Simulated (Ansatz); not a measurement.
# C₇H₁₈SeSi: up Jacob's ladder to CCSD(T)

The task here is to estimate one member of a computed series from the others.

Method: functionals in def2-TZVPP, the program's frozen cores in correlated methods; program: Ansatz 0.2.0, Gaussian basis.

The runs, in order: LDA (SPW92), PBE-D4, revPBE-D4, BLYP-D4, r2SCAN-D4, B97M-V, PBE0-D4, B3LYP-D4, r2SCANh-D4, r2SCAN0-D4, HSE06-D4, BHLYP-D4, CAM-B3LYP-D4, LC-ωPBE, ωB97X-V, ωB97M-V, B2PLYP, PBE-QIDH; CCSD(T)/def2-SVP; CCSD(T)/def2-TZVPP; MP2/def2-QZVPP; extrapolation to the limit; RPA on PBE.

## The geometry

The geometry comes from an earlier relaxation with PBE0-D4 in a triple-zeta def2 set; it is a stationary point, not always the lowest conformer.

SMILES `CC(C)(C)[Se][Si](C)(C)C`, 27 atoms, charge 0, spin multiplicity 1.

Atoms are counted from 1 here; the program's logs count them from 0.

Bond lengths: C1–C2 1.521 Å, C1–H10 1.092 Å, C1–H11 1.092 Å, C1–H12 1.096 Å, C2–C3 1.519 Å, C2–C4 1.517 Å, C2–Se5 2.000 Å, C3–H13 1.091 Å, C3–H14 1.097 Å, C3–H15 1.090 Å, C4–H16 1.096 Å, C4–H17 1.092 Å, C4–H18 1.091 Å, Se5–Si6 2.290 Å, Si6–C7 1.874 Å, Si6–C8 1.872 Å, Si6–C9 1.873 Å, C7–H19 1.092 Å and more. Angles: C2–C1–H10 111.4°, C2–C1–H11 111.4°, C2–C1–H12 109.4°, H10–C1–H11 108.3°, H10–C1–H12 107.9°, H11–C1–H12 108.3°, C1–C2–C3 110.2°, C1–C2–C4 110.2°, C1–C2–Se5 104.5°, C3–C2–C4 111.0°, C3–C2–Se5 109.5°, C4–C2–Se5 111.3°, C2–C3–H13 111.1°, C2–C3–H14 109.6°, C2–C3–H15 111.7°, H13–C3–H14 108.2°, H13–C3–H15 108.1°, H14–C3–H15 108.0° and more.

Geometry (Å):

```mol
C7H18SeSi
  3D, bonds by distance, orders not assigned

 27 26  0  0  0  0  0  0  0  0999 V2000
   -1.5306   -0.1789   -2.8067 C   0  0
   -1.1982    0.0959   -1.3479 C   0  0
   -1.7894    1.4271   -0.9161 C   0  0
   -1.7061   -1.0349   -0.4733 C   0  0
    0.7984    0.2070   -1.3025 Se  0  0
    1.4120   -0.0317    0.8910 Si  0  0
    0.4528    1.0865    2.0487 C   0  0
    3.2130    0.4770    0.8573 C   0  0
    1.2815   -1.8054    1.4789 C   0  0
   -1.1381    0.6040   -3.4593 H   0  0
   -1.1202   -1.1358   -3.1346 H   0  0
   -2.6184   -0.2096   -2.9328 H   0  0
   -1.4253    2.2416   -1.5445 H   0  0
   -2.8819    1.3893   -1.0026 H   0  0
   -1.5408    1.6619    0.1193 H   0  0
   -2.7908   -1.1327   -0.5986 H   0  0
   -1.5156   -0.8458    0.5847 H   0  0
   -1.2442   -1.9860   -0.7429 H   0  0
   -0.5960    0.7946    2.1348 H   0  0
    0.8925    1.0318    3.0499 H   0  0
    0.4932    2.1256    1.7155 H   0  0
    3.6563    0.3526    1.8499 H   0  0
    3.7836   -0.1361    0.1557 H   0  0
    3.3228    1.5224    0.5619 H   0  0
    0.2484   -2.1555    1.5114 H   0  0
    1.8412   -2.4690    0.8161 H   0  0
    1.6998   -1.8961    2.4866 H   0  0
  1  2  8  0
  2  3  8  0
  2  4  8  0
  2  5  8  0
  5  6  8  0
  6  7  8  0
  6  8  8  0
  6  9  8  0
  1 10  8  0
  1 11  8  0
  1 12  8  0
  3 13  8  0
  3 14  8  0
  3 15  8  0
  4 16  8  0
  4 17  8  0
  4 18  8  0
  7 19  8  0
  7 20  8  0
  7 21  8  0
  8 22  8  0
  8 23  8  0
  8 24  8  0
  9 25  8  0
  9 26  8  0
  9 27  8  0
M  END
```

The first run:

in.yaml

```yaml
crystal:
  periodic: [false, false, false]
  atoms:
    - {symbol: C, position_ang: [-1.530573, -0.178939, -2.806660]}
    - {symbol: C, position_ang: [-1.198153, 0.095924, -1.347855]}
    - {symbol: C, position_ang: [-1.789392, 1.427130, -0.916146]}
    - {symbol: C, position_ang: [-1.706114, -1.034898, -0.473340]}
    - {symbol: Se, position_ang: [0.798371, 0.207016, -1.302518]}
    - {symbol: Si, position_ang: [1.411965, -0.031695, 0.890957]}
    - {symbol: C, position_ang: [0.452835, 1.086534, 2.048739]}
    - {symbol: C, position_ang: [3.213013, 0.476959, 0.857347]}
    - {symbol: C, position_ang: [1.281483, -1.805359, 1.478911]}
    - {symbol: H, position_ang: [-1.138056, 0.604047, -3.459301]}
    - {symbol: H, position_ang: [-1.120159, -1.135796, -3.134564]}
    - {symbol: H, position_ang: [-2.618376, -0.209640, -2.932801]}
    - {symbol: H, position_ang: [-1.425325, 2.241550, -1.544518]}
    - {symbol: H, position_ang: [-2.881917, 1.389325, -1.002588]}
    - {symbol: H, position_ang: [-1.540765, 1.661937, 0.119262]}
    - {symbol: H, position_ang: [-2.790753, -1.132654, -0.598593]}
    - {symbol: H, position_ang: [-1.515645, -0.845799, 0.584687]}
    - {symbol: H, position_ang: [-1.244238, -1.986044, -0.742883]}
    - {symbol: H, position_ang: [-0.595957, 0.794618, 2.134793]}
    - {symbol: H, position_ang: [0.892527, 1.031781, 3.049860]}
    - {symbol: H, position_ang: [0.493186, 2.125612, 1.715507]}
    - {symbol: H, position_ang: [3.656338, 0.352605, 1.849936]}
    - {symbol: H, position_ang: [3.783575, -0.136107, 0.155734]}
    - {symbol: H, position_ang: [3.322788, 1.522413, 0.561881]}
    - {symbol: H, position_ang: [0.248390, -2.155461, 1.511434]}
    - {symbol: H, position_ang: [1.841168, -2.468992, 0.816101]}
    - {symbol: H, position_ang: [1.699776, -1.896058, 2.486607]}
basis:
  gaussian: {orbitals: def2-TZVPP}
hamiltonian: {xc: lda}
output: {orbitals: {seedname: orbitals}}
```

Among the steps run: LDA; PBE-D4 (GGA); revPBE-D4 (GGA); BLYP-D4 (GGA); r2SCAN-D4 (meta-GGA); B97M-V (meta-GGA); PBE0-D4 (hybrid); B3LYP-D4 (hybrid); r2SCANh-D4 (hybrid); r2SCAN0-D4 (hybrid); HSE06-D4 (hybrid); BHLYP-D4 (hybrid); CAM-B3LYP-D4 (range-separated); LC-ωPBE (range-separated); ωB97X-V (range-separated); ωB97M-V (range-separated); B2PLYP (double hybrid); PBE-QIDH (double hybrid).

One table of the session follows, with a row left open; its other results are not shown here.

It belongs to the step «Frontier levels by functional». 

```
  functional  HOMO (eV)  LUMO (eV)  gap (eV)
 LDA (SPW92)      -5.17      -0.82      4.35
      PBE-D4      -5.04      -0.60      4.44
   revPBE-D4      -4.97      -0.49      4.49
     BLYP-D4      -4.87      -0.45      4.42
   r2SCAN-D4      -5.28      -0.36      4.92
      B97M-V      -5.40      -0.38      5.02
     PBE0-D4      -6.15       0.32      6.47
    B3LYP-D4      -5.93       0.11      6.04
  r2SCANh-D4      -5.69      -0.03      5.65
  r2SCAN0-D4          ?          ?         ?
    HSE06-D4      -5.75      -0.06      5.70
    BHLYP-D4      -7.13       1.31      8.43
CAM-B3LYP-D4      -7.43       1.39      8.82
     LC-ωPBE      -8.76       2.53     11.29
     ωB97X-V      -8.45       2.38     10.83
     ωB97M-V      -8.33       2.14     10.48
```

Estimate the missing values for r2SCAN0-D4.

Worked estimate for «HOMO (eV)». Against the share of exact exchange, r2SCAN-D4 (0, -5.28), r2SCANh-D4 (0.1, -5.69) give a slope of -4.10 per unit share; at 0.25 the line stands at -6.30.

The run gave: HOMO (eV): -6.31; LUMO (eV): 0.45; gap (eV): 6.76. In «HOMO (eV)» the line misses by +0.01.
